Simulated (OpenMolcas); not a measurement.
**N, step by step**

We compute a series of 9 runs (ROHF/def2-TZVP, CASSCF(5,4)/def2-TZVP, CASPT2(5,4)/def2-TZVP, CASPT2[IPEA 0](5,4)/def2-TZVP, SC-NEVPT2(5,4)/def2-TZVP, PC-NEVPT2(5,4)/def2-TZVP, MC-PDFT[tPBE](5,4)/def2-TZVP, MC-PDFT[ftPBE](5,4)/def2-TZVP, and more) of N. 

The calculation is run with OpenMolcas 26.06.

70 further runs of the same task are left out: 70 set aside as unsound or not needed.

## 1. The energy at ROHF/def2-TZVP (run 1)

Input file step1.input:

```
&GATEWAY
 BasLib=$CurrDir
 Coord
 1
 angstrom
 N        0.000000       0.000000       0.000000
 Basis=def2-TZVP
 Group=NoSym

&SEWARD

&SCF
 UHF
 Spin=4
 PrOrbitals=0

&RASSCF
 FileOrb=$Project.UnaOrb
 Spin=4
 Nactel=3 0 0
 Inactive=2
 Ras2=3
 OutOrbitals=Canonical
 OrbListing=Nothing
```

The basis set def2-TZVP is read from a file made from the Basis Set Exchange's data (not shown).

The run is started by

```console
$ export MOLCAS_MEM=1860
$ pymolcas step1.input > step1.log
```

What it wrote (excerpt; [...] marks lines left out):

```text
--- Start Module: gateway ---
[...]
--- Stop Module: gateway /rc=_RC_ALL_IS_WELL_ ---
[...]
      Basis functions           31
[...]
--- Start Module: scf ---
[...]
       Convergence after  10 Iterations
[...]
::    Total SCF energy                                -54.4027468846
[...]
      Total spin, S                                     1.5019324654
[...]
--- Stop Module: scf /rc=_RC_ALL_IS_WELL_ ---
--- Start Module: rasscf ---
[...]
      Number of active orbitals                  3
[...]
      Spin quantum number                      1.5
[...]
      Active orbitals                            3
[...]
      Number of CSFs                             1
[...]
      Number of root(s) required                 1
[...]
      Convergence after  7 iterations
[...]
      printout of CI-coefficients larger than  0.05 for root  1
      energy=     -54.399175
      conf/sym  111     Coeff  Weight
             1  uuu   1.00000 1.00000
      Natural orbitals and occupation numbers for root  1
      sym 1:   1.000000   1.000000   1.000000
      ************************************************************************************************************************
      *                                                    Final results                                                     *
[...]
::    RASSCF root number  1 Total energy:    -54.39917537
[...]
      Total electronic charge=    7.000000
      Total            charge=   -0.000000
[...]
      Dipole Moment (debye):
      Origin of the operator (angstrom)=    0.0000    0.0000    0.0000
                   X= -1.3398E-16               Y=  3.3928E-16               Z=  1.8251E-16           Total=  4.0789E-16
      Quadrupole Moment (debye*angstrom):
[...]
--- Stop Module: rasscf /rc=_RC_ALL_IS_WELL_ ---
[...]
```

Wall time 3.9 s (1 thread of AMD EPYC 7R43 (Zen 3), shared host); peak memory 0.37 GiB.

## 2. The N atom: a single-point energy at CASSCF(5,4)/def2-TZVP (run 2)

Input file step2.inp:

```
>>> EXPORT MOLCAS_PRINT=2
&GATEWAY
BasLib = $CurrDir
Coord
1
angstrom
N        0.000000       0.000000       0.000000
Basis = def2-TZVP
Group = NoSym
&SEWARD
&RASSCF
FileOrb = $CurrDir/step1.RasOrb
Spin = 4
Nactel = 5 0 0
Inactive = 1
Ras2 = 4
OrbListing = Nothing
OrbAppear = Compact
```

The basis set def2-TZVP is read from a file made from the Basis Set Exchange's data (not shown).

The run is started by

```console
$ export MOLCAS_MEM=1860
$ pymolcas step2.inp > step2.log
```

What it wrote (excerpt; [...] marks lines left out):

```text
--- Start Module: gateway ---
[...]
--- Stop Module: gateway /rc=_RC_ALL_IS_WELL_ ---
--- Start Module: seward ---
[...]
      Basis functions           31
--- Stop Module: seward /rc=_RC_ALL_IS_WELL_ ---
[...]
--- Start Module: rasscf ---
[...]
      Number of active orbitals                  4
[...]
      Spin quantum number                      1.5
[...]
      Active orbitals                            4
[...]
      Number of CSFs                             4
[...]
      Number of root(s) required                 1
[...]
 ###    WARNING: Problems in orbital optimization.                           ###
 ###############################################################################
  Warning: In symmetry  1, orbital p=   2 has diagonal density matrix element D(p,p) close to two. (2 - D(p,p))= -8.881784E-16
[...]
 ###    WARNING: Problems in orbital optimization.                           ###
 ###############################################################################
  Warning: In symmetry  1, orbital p=   2 has diagonal density matrix element D(p,p) close to two. (2 - D(p,p))=  0.000000E+00
[...]
 ###    WARNING: Problems in orbital optimization.                           ###
 ###############################################################################
  Warning: In symmetry  1, orbital p=   2 has diagonal density matrix element D(p,p) close to two. (2 - D(p,p))=  0.000000E+00
[...]
      Convergence after  4 iterations
[...]
      printout of CI-coefficients larger than  0.05 for root  1
      energy=     -54.399175
      conf/sym  1111     Coeff  Weight
             1  2uuu   1.00000 1.00000
      Natural orbitals and occupation numbers for root  1
      sym 1:   2.000000   1.000000   1.000000   1.000000
      ************************************************************************************************************************
      *                                                    Final results                                                     *
[...]
::    RASSCF root number  1 Total energy:    -54.39917537
[...]
      Total electronic charge=    7.000000
      Total            charge=   -0.000000
[...]
      Dipole Moment (debye):
      Origin of the operator (angstrom)=    0.0000    0.0000    0.0000
                   X=  5.3244E-16               Y=  2.3336E-13               Z=  4.7836E-14           Total=  2.3821E-13
      Quadrupole Moment (debye*angstrom):
[...]
--- Stop Module: rasscf /rc=_RC_ALL_IS_WELL_ ---
[...]
```

Wall time 2.7 s (1 thread of AMD EPYC 7R43 (Zen 3), shared host); peak memory 0.37 GiB.

Runs 3 to 5 aren't shown in full; the table further down has their settings and results.

## 3. The N atom: the energy at PC-NEVPT2(5,4)/def2-TZVP (run 6)

Input file step6.inp:

```
&gateway
 baslib = $CurrDir
 coord
 1
 angstrom
 N        0.000000       0.000000       0.000000
 basis = def2-TZVP
 group = NoSym

&seward

&rasscf
 fileorb = $CurrDir/step2.RasOrb
 spin = 4
 nactel = 5 0 0
 inactive = 1
 ras2 = 4
 orblisting = Nothing
 orbappear = Compact

&caspt2
 pc-nevpt2
 frozen = 1
```

The basis set def2-TZVP is read from a file made from the Basis Set Exchange's data (not shown).

Run the same way, it converges to -54.49520 Eh (log not shown).

Runs 7 to 8 aren't shown in full; the table further down has their settings and results.

## 4. The N atom: a single-point energy at MRCI(5,4)/def2-TZVP (run 9)

Input file step9.inp:

```
&gateway
  baslib = $CurrDir
  coord
  1
  angstrom
  N        0.000000       0.000000       0.000000
  basis = def2-TZVP
  group = NoSym

&seward

&rasscf
  fileorb = $CurrDir/step2.RasOrb
  spin = 4
  nactel = 5 0 0
  inactive = 1
  ras2 = 4
  orblisting = Nothing
  orbappear = Compact

&motra
  lumorb
  frozen = 1

&guga
  electrons = 5
  spin = 4
  inactive = 0
  active = 4
  ciall = 1

&mrci
  sdci
```

The basis set def2-TZVP is read from a file made from the Basis Set Exchange's data (not shown).

Run the same way, it converges to -54.51341 Eh (log not shown).

## 5. The series

```tsv
run	level	active rule	inactive	energy (Eh)	dipole moment (D) of the reference	wall time
1	ROHF/def2-TZVP	–	–	-54.399175	0.00	3.9 s
2	CASSCF(5,4)/def2-TZVP	full valence	1	-54.399175	0.00	2.7 s
3	CASPT2(5,4)/def2-TZVP	full valence	1	-54.501604	0.00	3.6 s
4	CASPT2[IPEA 0](5,4)/def2-TZVP	full valence	1	-54.509580	0.00	3.3 s
5	SC-NEVPT2(5,4)/def2-TZVP	full valence	1	-54.495074	0.00	3.6 s
6	PC-NEVPT2(5,4)/def2-TZVP	full valence	1	-54.495198	0.00	3.9 s
7	MC-PDFT[tPBE](5,4)/def2-TZVP	full valence	1	-54.527981	0.00	3.6 s
8	MC-PDFT[ftPBE](5,4)/def2-TZVP	full valence	1	-54.540283	0.00	3.9 s
9	MRCI(5,4)/def2-TZVP	full valence	1	-54.513410	0.00	3.9 s
```

## 6. What came out

| quantity | value |
| --- | --- |
| N atom, run 9: total energy | -54.51341 Eh |
| N atom, run 9: dipole moment (CASSCF density) | 0.00 D |

Below the ROHF energy at the same shape and in the same basis (def2-TZVP): CASSCF(5,4) +0.0 mEh; CASPT2(5,4) -102.4 mEh; CASPT2[IPEA 0](5,4) -110.4 mEh; SC-NEVPT2(5,4) -95.9 mEh; PC-NEVPT2(5,4) -96.0 mEh; MRCI(5,4) -114.2 mEh. Active-space methods hold only the correlation inside their space unless a perturbation or CI step follows. All runs together took 32 s, the longest 3.9 s.
